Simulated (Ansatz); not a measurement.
# Li2Pt: the cost of one run

Computed with Ansatz 0.2.0 (DFT LDA, scalar-relativistic, plane waves, PAW, unless a step's input says otherwise).

3 further runs of the same task are left out: 3 set aside as unsound or not needed.

## (1) The starting structure

Symmetry: P6/mmm, No. 191, hexagonal system. The conventional cell has a = 4.093 Å, b = 4.093 Å, c = 2.614 Å, α = 90.00°, β = 90.00°, γ = 120.00°. Li (site symmetry -6m2) has 5 Li at 2.36 to 2.61 Å and 6 Pt at 2.70 Å as nearest neighbours. Pt (site symmetry 6/mmm) is surrounded by 2 Pt at 2.61 Å and 12 Li at 2.70 Å.

As a file:

```xyz
3
Lattice="4.0928 0.0000 0.0000 -2.0464 3.5445 0.0000 0.0000 0.0000 2.6136" Properties=species:S:1:pos:R:3 pbc="T T T"
Li    0.0000    2.3630    1.3068
Li    2.0464    1.1815    1.3068
Pt    0.0000    0.0000    0.0000
```

It is the result of an earlier relaxation at this level (volume 12.64 Å³/atom; gap on the mesh: none (metal)).

## (2) The cell at 0.98 of its volume

File input.yaml:

```yaml
crystal:
  lattice:
    - [4.0653617426, 0.0, 0.0]
    - [-2.0326808713, 3.5207065446, 0.0]
    - [0.0, 0.0, 2.5960727508]
  atoms:
    - { symbol: Li, position: [0.3333333333, 0.6666666667, 0.5] }
    - { symbol: Li, position: [0.6666666667, 0.3333333333, 0.5] }
    - { symbol: Pt, position: [0.0, 0.0, 0.0] }
basis:
  ecutwfc: 420
kpoints:
  mp_grid: { grid: [12, 12, 16] }
hamiltonian:
  xc: lda
scf:
  occupations: { method: fermi_dirac, width: 0.15 }
output:
  forces: true
  stress: true
  eigenvalues: true
relax:
  adjacent_minimum: "off"
  f_tol: 0.001
  max_steps: 60
  cell: { stress_tol: 0.01, fix: [volume] }
```

Command:

```console
ansatz run input.yaml --threads 1 --pin off --max-ram 3072MiB --backend cpu --events-out ev --progress --plain --runs-dir out
```

Q: Estimate wall time and peak memory on 1 thread of Arm Neoverse V1, shared host.

About 23 s, with a peak of 0.35 GiB.
